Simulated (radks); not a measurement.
# Kr⁺ in [Ar] 3d10 4s2 4p5: an all-electron calculation

An exercise on one series of results from a longer session: the logs are not shown, and one member is left open.

The numbers are computed with radks (a radial shooting solver on a logarithmic mesh, Libxc functionals) version 1 (Dirac Kohn-Sham, PBE, spin-unpolarised, spherical densities, point nucleus; open shells fill j = l - 1/2 first), except any that are marked as measured or tabulated.

### Starting point

```
element       : krypton (Z = 36)
charge        : +1
electrons     : 35
configuration : [Ar] 3d10 4s2 4p5
```

The first run:

The run's settings:

```text
Z 36
configuration [Ar] 3d10 4s2 4p5
relativity Dirac
functional pbe,pbe
spin unpolarised
j_filling energy
nucleus point
c 137.035999084
```

Steps of the session up to this table: Self-consistent calculation.

One table of the session follows, with a row left open; its other results are not shown here.

It belongs to the step «Radial structure». From the orbitals of this run (lengths in bohr):

| level | <r> | outermost maximum (interpolated) | 90 % within | nodes |
| --- | --- | --- | --- | --- |
| 1s1/2 | 0.04148 | 0.0271 | 0.0742 | 0 |
| 2s1/2 | 0.1832 | 0.154 | 0.284 | 1 |
| 2p1/2 | 0.1573 | 0.121 | 0.257 | 0 |
| 2p3/2 | 0.1613 | 0.124 | 0.263 | 0 |
| 3s1/2 | 0.5301 | 0.467 | 0.788 | 2 |
| 3p1/2 | ? | ? | ? | ? |
| 3p3/2 | 0.5438 | 0.466 | 0.829 | 1 |
| 3d3/2 | 0.5532 | 0.410 | 0.906 | 0 |
| 3d5/2 | 0.5571 | 0.412 | 0.912 | 0 |
| 4s1/2 | 1.538 | 1.33 | 2.27 | 3 |
| 4p1/2 | 1.805 | 1.50 | 2.73 | 2 |
| 4p3/2 | 1.842 | 1.53 | 2.79 | 2 |

Q: Estimate the row for 3p1/2 from the others.

As computed: <r>: 0.5334; outermost maximum (interpolated): 0.457; 90 % within: 0.813; nodes: 1. In the column «<r>» it lies between 3s1/2 (0.5301) and 3p3/2 (0.5438).

To keep in mind: Spin polarisation and multiplet splitting are left out.
